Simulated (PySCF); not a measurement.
# C5H7N2S: the cost of one run

Programs: PySCF 2.14.0, with routines of our own; each step states its level. All values are computed. Atoms count from 0.

## (1) The system as given

15 atoms, charge 1, multiplicity 1; geometry from: GFN2-xTB.

## (2) Geometry optimisation at PBE0/def2-SV(P)

Job settings and geometry (Å):

```
{"job": {"xc": "PBE0", "basis": "def2-SV(P)", "grid": 1, "kind": "geom"}, "charge": 1, "multiplicity": 1}
C     -3.166146    -0.377394    -0.526717
C     -2.098338    -0.440444     0.267270
C     -0.766607    -0.105879    -0.154547
C      0.390182    -0.100165     0.598133
N      1.456467     0.271702    -0.130669
C      2.799341     0.384856     0.367132
N      1.220810     0.548113    -1.368287
S     -0.320087     0.382137    -1.761537
H     -3.101709    -0.064636    -1.557390
H     -4.145239    -0.636136    -0.163965
H     -2.190803    -0.753509     1.297937
H      0.489152    -0.349054     1.638595
H      3.140379    -0.573820     0.759685
H      3.444828     0.694880    -0.452428
H      2.843356     1.127339     1.164876
```

Launch:

```
$ OMP_NUM_THREADS=1 python excited_run.py task.json out
```

The driver reads the jobs from task.json and runs them one after another.

**Question.** How long does this first job take on 1 thread of Arm Neoverse N1, shared host, and how much memory does it need?

About 56 s, with a peak of 0.59 GiB.
